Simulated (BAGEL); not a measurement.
# quartet CH5AsB: levels of theory compared

Wanted: a comparison of 4 runs (UHF/STO-3G, UHF/6-31G*, ROHF/def2-SVPD, UHF/def2-SVPD) of quartet CH5AsB. 

The results are computed with BAGEL 1.2.2.

## 1. The system as given

CH5AsB has 8 atoms, charge 0, and is taken as a quartet. SMILES of the parent species: `CB[AsH]`. The shape comes from GFN2-xTB, which is rough for such elements, and wasn't checked as a minimum. This is one conformer, not always the lowest. That shape belongs to the parent species and isn't relaxed for this state.

Bond lengths: C1–B2 1.577 Å, B2–As3 1.970 Å, C1–H4 1.090 Å, C1–H5 1.090 Å, C1–H6 1.093 Å, B2–H7 1.178 Å, As3–H8 1.519 Å. Angles: C1–B2–As3 124.2°, C1–B2–H7 117.4°, As3–B2–H7 118.3°, B2–C1–H4 114.3°, B2–C1–H5 112.6°, B2–C1–H6 109.0°, B2–As3–H8 96.1°, H4–C1–H5 108.0°, H4–C1–H6 106.8°, H5–C1–H6 105.5°.

## 2. The energy at UHF/STO-3G (density fitting with qzvpp-jkfit) (run 1)

File hf.json:

```json
{ "bagel" : [

{
  "title" : "molecule",
  "basis" : "sto-3g",
  "df_basis" : "qzvpp-jkfit",
  "angstrom" : true,
  "geometry" : [
    { "atom" : "C", "xyz" : [      -0.673280,       0.536400,      -0.333520 ] },
    { "atom" : "B", "xyz" : [       0.826730,       0.124260,      -0.074820 ] },
    { "atom" : "As", "xyz" : [       1.378050,      -1.515160,       0.868630 ] },
    { "atom" : "H", "xyz" : [      -1.391490,      -0.272580,      -0.197260 ] },
    { "atom" : "H", "xyz" : [      -0.826680,       0.959000,      -1.326330 ] },
    { "atom" : "H", "xyz" : [      -0.951490,       1.327110,       0.367440 ] },
    { "atom" : "H", "xyz" : [       1.665210,       0.862310,      -0.450230 ] },
    { "atom" : "H", "xyz" : [      -0.027070,      -2.021340,       1.146090 ] }
  ]
},

{
  "title" : "uhf",
  "nopen" : 3
},

{
  "title" : "print",
  "file" : "orbitals.molden",
  "orbitals" : true
}

]}
```

Launch:

```sh
$ BAGEL_NUM_THREADS=1 BAGEL hf.json > hf.out
```

Standard output:

```text
* using 1 threads per process

  ===============================================================
  ===============================================================

  *** Geometry ***

  { "atom" : "C", "xyz" : [     -1.272315,      1.013649,     -0.630261 ] },
  { "atom" : "B", "xyz" : [      1.562293,      0.234817,     -0.141389 ] },
  { "atom" : "As", "xyz" : [      2.604137,     -2.863237,      1.641473 ] },
  { "atom" : "H", "xyz" : [     -2.629535,     -0.515102,     -0.372767 ] },
  { "atom" : "H", "xyz" : [     -1.562199,      1.812247,     -2.506400 ] },
  { "atom" : "H", "xyz" : [     -1.798056,      2.507874,      0.694361 ] },
  { "atom" : "H", "xyz" : [      3.146791,      1.629530,     -0.850811 ] },
  { "atom" : "H", "xyz" : [     -0.051155,     -3.819779,      2.165796 ] },

  Number of auxiliary basis functions:      506

  Since a DF basis is specified, we compute 2- and 3-index integrals:
    o Being stored without compression. Storage requirement is 0.004 GB

  Number of basis functions:       33
  Number of electrons      :       49

    * METHOD: MOLECULE                             0.16

  *** Open-shell HF ***

  === Nuclear Repulsion ===
   140.1946458304

      * DIIS with orbital gradients will be used.

  === UHF iteration (sto-3g) ===
      0      -2273.73147886          0.01461996           0.04
      1      -2273.77088465          0.00440180           0.04
      2      -2273.77603458          0.00201166           0.04
      3      -2273.77790731          0.00074362           0.04
      4      -2273.77833908          0.00024947           0.04
      5      -2273.77841892          0.00010315           0.04
      6      -2273.77843801          0.00003420           0.04
      7      -2273.77844021          0.00001157           0.04
      8      -2273.77844051          0.00000681           0.04
      9      -2273.77844059          0.00000386           0.04
     10      -2273.77844061          0.00000089           0.04
     11      -2273.77844061          0.00000045           0.04
     12      -2273.77844061          0.00000018           0.04
     13      -2273.77844061          0.00000007           0.04
     14      -2273.77844061          0.00000005           0.04
     15      -2273.77844061          0.00000003           0.04
     16      -2273.77844061          0.00000001           0.04
     17      -2273.77844061          0.00000001           0.04
    * SCF iteration converged.

    * S^2 (UHF) is 3.7712

    * Permanent dipole moment:
           (   -0.382066,     1.765197,    -1.011250) a.u.

    * METHOD: UHF                                  0.86

    * METHOD: PRINT                                0.00

  ===============================================================
```

Wall time 1.2 s (1 thread of Arm Neoverse V2, shared host).

## 3. A single-point energy at UHF/6-31G(d) (density fitting with qzvpp-jkfit, spherical functions) (run 2)

File input.json:

```json
{ "bagel" : [

{
  "title" : "molecule",
  "basis" : "6-31gs.json",
  "df_basis" : "qzvpp-jkfit",
  "angstrom" : true,
  "geometry" : [
    { "atom" : "C", "xyz" : [      -0.673280,       0.536400,      -0.333520 ] },
    { "atom" : "B", "xyz" : [       0.826730,       0.124260,      -0.074820 ] },
    { "atom" : "As", "xyz" : [       1.378050,      -1.515160,       0.868630 ] },
    { "atom" : "H", "xyz" : [      -1.391490,      -0.272580,      -0.197260 ] },
    { "atom" : "H", "xyz" : [      -0.826680,       0.959000,      -1.326330 ] },
    { "atom" : "H", "xyz" : [      -0.951490,       1.327110,       0.367440 ] },
    { "atom" : "H", "xyz" : [       1.665210,       0.862310,      -0.450230 ] },
    { "atom" : "H", "xyz" : [      -0.027070,      -2.021340,       1.146090 ] }
  ]
},

{ "title" : "uhf", "nopen" : 3 },

{ "title" : "print", "file" : "orbitals.molden", "orbitals" : true }

]}
```

The basis set 6-31G* is read from a file made from the Basis Set Exchange's data (not shown).

Launch:

```sh
$ BAGEL_NUM_THREADS=1 BAGEL input.json > input.out
```

Standard output:

```text
* using 1 threads per process

  ===============================================================
  ===============================================================

  *** Geometry ***

  { "atom" : "C", "xyz" : [     -1.272315,      1.013649,     -0.630261 ] },
  { "atom" : "B", "xyz" : [      1.562293,      0.234817,     -0.141389 ] },
  { "atom" : "As", "xyz" : [      2.604137,     -2.863237,      1.641473 ] },
  { "atom" : "H", "xyz" : [     -2.629535,     -0.515102,     -0.372767 ] },
  { "atom" : "H", "xyz" : [     -1.562199,      1.812247,     -2.506400 ] },
  { "atom" : "H", "xyz" : [     -1.798056,      2.507874,      0.694361 ] },
  { "atom" : "H", "xyz" : [      3.146791,      1.629530,     -0.850811 ] },
  { "atom" : "H", "xyz" : [     -0.051155,     -3.819779,      2.165796 ] },

  Number of auxiliary basis functions:      506

  Since a DF basis is specified, we compute 2- and 3-index integrals:
    o Being stored without compression. Storage requirement is 0.020 GB

  Number of basis functions:       70
  Number of electrons      :       49

    * METHOD: MOLECULE                             0.22

  *** Open-shell HF ***

  === Nuclear Repulsion ===
   140.1946458304

      * DIIS with orbital gradients will be used.

  === UHF iteration (6-31gs.json) ===
      0      -2299.07088607          0.02778950           0.10
      1      -2299.16522222          0.01102040           0.10
      2      -2299.18162791          0.00528583           0.10
      3      -2299.18550670          0.00149232           0.10
      4      -2299.18676570          0.00053916           0.10
      5      -2299.18697247          0.00027143           0.10
      6      -2299.18705430          0.00008313           0.10
      7      -2299.18706410          0.00004619           0.10
      8      -2299.18706725          0.00002850           0.10
      9      -2299.18706904          0.00001178           0.10
     10      -2299.18706931          0.00000474           0.10
     11      -2299.18706935          0.00000271           0.10
     12      -2299.18706936          0.00000196           0.10
     13      -2299.18706937          0.00000115           0.10
     14      -2299.18706937          0.00000059           0.10
     15      -2299.18706937          0.00000029           0.10
     16      -2299.18706937          0.00000014           0.10
     17      -2299.18706937          0.00000008           0.10
     18      -2299.18706937          0.00000005           0.10
     19      -2299.18706937          0.00000003           0.10
     20      -2299.18706937          0.00000002           0.10
     21      -2299.18706937          0.00000001           0.10
     22      -2299.18706937          0.00000001           0.10
    * SCF iteration converged.

    * S^2 (UHF) is 3.7782

    * Permanent dipole moment:
           (   -0.244348,     1.252883,    -0.729309) a.u.

    * METHOD: UHF                                  2.50

    * METHOD: PRINT                                0.01

  ===============================================================
```

Run time: 2.9 s. Hardware: 1 thread of Arm Neoverse V2, shared host; peak memory 0.11 GiB.

## 4. A single-point energy at ROHF/def2-SVPD (density fitting with qzvpp-jkfit) (run 3)

File calc.json:

```json
{ "bagel" : [

{
  "title" : "molecule",
  "basis" : "def2-svpd.json",
  "df_basis" : "qzvpp-jkfit",
  "angstrom" : "true",
  "geometry" : [
    { "atom" : "C", "xyz" : [      -0.673280,       0.536400,      -0.333520 ] },
    { "atom" : "B", "xyz" : [       0.826730,       0.124260,      -0.074820 ] },
    { "atom" : "As", "xyz" : [       1.378050,      -1.515160,       0.868630 ] },
    { "atom" : "H", "xyz" : [      -1.391490,      -0.272580,      -0.197260 ] },
    { "atom" : "H", "xyz" : [      -0.826680,       0.959000,      -1.326330 ] },
    { "atom" : "H", "xyz" : [      -0.951490,       1.327110,       0.367440 ] },
    { "atom" : "H", "xyz" : [       1.665210,       0.862310,      -0.450230 ] },
    { "atom" : "H", "xyz" : [      -0.027070,      -2.021340,       1.146090 ] }
  ]
},

{ "title" : "rohf", "nopen" : 3 },

{ "title" : "print", "file" : "orbitals.molden", "orbitals" : "true" }

]}
```

The basis set def2-SVPD is read from a file made from the Basis Set Exchange's data (not shown).

Launch:

```sh
$ BAGEL_NUM_THREADS=1 BAGEL calc.json > calc.out
```

Standard output:

```text
* using 1 threads per process

  ===============================================================
  ===============================================================

  *** Geometry ***

  { "atom" : "C", "xyz" : [     -1.272315,      1.013649,     -0.630261 ] },
  { "atom" : "B", "xyz" : [      1.562293,      0.234817,     -0.141389 ] },
  { "atom" : "As", "xyz" : [      2.604137,     -2.863237,      1.641473 ] },
  { "atom" : "H", "xyz" : [     -2.629535,     -0.515102,     -0.372767 ] },
  { "atom" : "H", "xyz" : [     -1.562199,      1.812247,     -2.506400 ] },
  { "atom" : "H", "xyz" : [     -1.798056,      2.507874,      0.694361 ] },
  { "atom" : "H", "xyz" : [      3.146791,      1.629530,     -0.850811 ] },
  { "atom" : "H", "xyz" : [     -0.051155,     -3.819779,      2.165796 ] },

  Number of auxiliary basis functions:      506

  Since a DF basis is specified, we compute 2- and 3-index integrals:
    o Being stored without compression. Storage requirement is 0.056 GB

  Number of basis functions:      118
  Number of electrons      :       49

    * METHOD: MOLECULE                             0.26

  *** Open-shell HF ***

  === Nuclear Repulsion ===
   140.1946458304

      * DIIS with orbital gradients will be used.

  === ROHF iteration (def2-svpd.json) ===
      0      -2298.96081621          0.03122277           0.19
      1      -2299.10647904          0.01880471           0.19
      2      -2299.14530432          0.00976942           0.19
      3      -2299.15986680          0.00147533           0.19
      4      -2299.16114851          0.00052552           0.19
      5      -2299.16138242          0.00024455           0.19
      6      -2299.16144755          0.00008336           0.19
      7      -2299.16146690          0.00002975           0.19
      8      -2299.16147144          0.00001113           0.19
      9      -2299.16147292          0.00000420           0.19
     10      -2299.16147334          0.00000224           0.19
     11      -2299.16147347          0.00000146           0.19
     12      -2299.16147347          0.00000093           0.19
     13      -2299.16147350          0.00000052           0.19
     14      -2299.16147355          0.00000025           0.19
     15      -2299.16147359          0.00000012           0.19
     16      -2299.16147361          0.00000006           0.19
     17      -2299.16147362          0.00000004           0.19
     18      -2299.16147362          0.00000003           0.19
     19      -2299.16147361          0.00000002           0.19
     20      -2299.16147362          0.00000001           0.19
     21      -2299.16147362          0.00000001           0.19
    * SCF iteration converged.

    * S^2 (ROHF) is 3.7500

    * Permanent dipole moment:
           (   -0.208344,     1.149283,    -0.687064) a.u.

    * METHOD: ROHF                                 4.48

    * METHOD: PRINT                                0.02

  ===============================================================
```

Wall time 5.1 s (1 thread of Arm Neoverse V2, shared host); peak memory 0.17 GiB.

## 5. A single-point energy at UHF/def2-SVPD (density fitting with qzvpp-jkfit) (run 4)

File input.json:

```json
{ "bagel": [

{
  "title": "molecule",
  "basis": "def2-svpd.json",
  "df_basis": "qzvpp-jkfit",
  "angstrom": true,
  "geometry": [
    { "atom": "C", "xyz": [      -0.673280,       0.536400,      -0.333520 ] },
    { "atom": "B", "xyz": [       0.826730,       0.124260,      -0.074820 ] },
    { "atom": "As", "xyz": [       1.378050,      -1.515160,       0.868630 ] },
    { "atom": "H", "xyz": [      -1.391490,      -0.272580,      -0.197260 ] },
    { "atom": "H", "xyz": [      -0.826680,       0.959000,      -1.326330 ] },
    { "atom": "H", "xyz": [      -0.951490,       1.327110,       0.367440 ] },
    { "atom": "H", "xyz": [       1.665210,       0.862310,      -0.450230 ] },
    { "atom": "H", "xyz": [      -0.027070,      -2.021340,       1.146090 ] }
  ]
},

{ "title": "uhf", "nopen": 3 },

{ "title": "print", "file": "orbitals.molden", "orbitals": true }

]}
```

The basis set def2-SVPD is read from a file made from the Basis Set Exchange's data (not shown).

Launch:

```sh
$ BAGEL_NUM_THREADS=1 BAGEL input.json > input.out
```

Standard output:

```text
* using 1 threads per process

  ===============================================================
  ===============================================================

  *** Geometry ***

  { "atom" : "C", "xyz" : [     -1.272315,      1.013649,     -0.630261 ] },
  { "atom" : "B", "xyz" : [      1.562293,      0.234817,     -0.141389 ] },
  { "atom" : "As", "xyz" : [      2.604137,     -2.863237,      1.641473 ] },
  { "atom" : "H", "xyz" : [     -2.629535,     -0.515102,     -0.372767 ] },
  { "atom" : "H", "xyz" : [     -1.562199,      1.812247,     -2.506400 ] },
  { "atom" : "H", "xyz" : [     -1.798056,      2.507874,      0.694361 ] },
  { "atom" : "H", "xyz" : [      3.146791,      1.629530,     -0.850811 ] },
  { "atom" : "H", "xyz" : [     -0.051155,     -3.819779,      2.165796 ] },

  Number of auxiliary basis functions:      506

  Since a DF basis is specified, we compute 2- and 3-index integrals:
    o Being stored without compression. Storage requirement is 0.056 GB

  Number of basis functions:      118
  Number of electrons      :       49

    * METHOD: MOLECULE                             0.26

  *** Open-shell HF ***

  === Nuclear Repulsion ===
   140.1946458304

      * DIIS with orbital gradients will be used.

  === UHF iteration (def2-svpd.json) ===
      0      -2298.96081621          0.03122277           0.19
      1      -2299.11342898          0.01865701           0.19
      2      -2299.15368720          0.00956171           0.19
      3      -2299.16753172          0.00148803           0.19
      4      -2299.16939657          0.00056457           0.19
      5      -2299.16973669          0.00030204           0.19
      6      -2299.16991871          0.00014635           0.19
      7      -2299.16997129          0.00008525           0.19
      8      -2299.16999032          0.00005385           0.19
      9      -2299.17000001          0.00002597           0.18
[... 10 lines of this table left out ...]
     20      -2299.17000245          0.00000006           0.18
     21      -2299.17000245          0.00000003           0.18
     22      -2299.17000245          0.00000001           0.18
     23      -2299.17000245          0.00000001           0.18
    * SCF iteration converged.

    * S^2 (UHF) is 3.7785

    * Permanent dipole moment:
           (   -0.200922,     1.144767,    -0.681882) a.u.

    * METHOD: UHF                                  4.72

    * METHOD: PRINT                                0.02

  ===============================================================
```

Run time: 5.4 s. Hardware: 1 thread of Arm Neoverse V2, shared host; peak memory 0.17 GiB.

## 6. All runs side by side

```
run                                                               level   energy (Eh)  dipole moment (D)   ⟨S²⟩  wall time
  1                       UHF/STO-3G (density fitting with qzvpp-jkfit)  -2273.778441               5.26  3.771      1.2 s
  2  UHF/6-31G* (density fitting with qzvpp-jkfit, spherical functions)  -2299.187069               3.74  3.778      2.9 s
  3                   ROHF/def2-SVPD (density fitting with qzvpp-jkfit)  -2299.161474               3.44  3.750      5.1 s
  4                    UHF/def2-SVPD (density fitting with qzvpp-jkfit)  -2299.170002               3.43  3.779      5.4 s
```

## 7. Summary of results

| quantity | value |
| --- | --- |
| run 4: total energy | -2299.17000 Eh |
| run 4: dipole moment | 3.43 D |
| run 4: ⟨S²⟩ | 3.779 |

In words: The dipole moment (its size) runs from 3.43 D (UHF/def2-SVPD) to 5.26 D (UHF/STO-3G). In run 1 the basis is minimal, so the values are rough. All runs together took 15 s, the longest 5.4 s.
